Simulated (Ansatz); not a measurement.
The system is NbSi.

```
Nb Si
1.0
     0.00000    2.57383    2.57383
     2.57383    0.00000    2.57383
     2.57383    2.57383    0.00000
Nb Si
1 1
Direct
  0.00000 0.00000 0.00000
  0.50000 0.50000 0.50000
```

The cell was built by a generator and needn't be a form met in nature.

* Program: Ansatz 0.2.0
* Task: relaxation of cell and atoms
* Functional: PBEsol
* Dispersion: D3(BJ)-ATM
* Potentials or basis: Ansatz PAW
* Cutoff: 420 eV (not typed: the program's choice for these potentials)
* k mesh: 9 × 9 × 9
* Occupations: fermi-dirac, width 0.05 eV
* Spin: no spin polarisation

At the start: volume 17.05 Å³/atom.

Problem. Where does the relaxation end?

Solution. It ends after 5 steps and the volume is 16.10 Å³/atom (-5.6 %); space group Fm-3m (No. 225, to 0.05 Å).

Step by step:
```tsv
step	energy change (eV)	largest force (eV/Å)	volume (Å³)
1	0.0000	0.0000	34.10
2	-0.0401	0.0000	31.29
3	-0.0541	0.0000	32.28
4	-0.0542	0.0000	32.21
5	-0.0540	0.0000	32.21
```

Final structure:
```yaml
crystal:
  lattice:
    - [0.00000, 2.52530, 2.52530]
    - [2.52530, 0.00000, 2.52530]
    - [2.52530, 2.52530, 0.00000]
  atoms:
    - { symbol: Nb, position: [0.00000, 0.00000, 0.00000] }
    - { symbol: Si, position: [0.50000, 0.50000, 0.50000] }
```

Caveat: the plane-wave basis is chosen anew once the cell has moved, so the energies of steps on either side of that aren't comparable; pairwise dispersion overbinds metals, which lowers pressure and volume; the PAW data sets come from PBE, with cores solved anew for the run's functional, which leaves a small shift of forces and pressure.
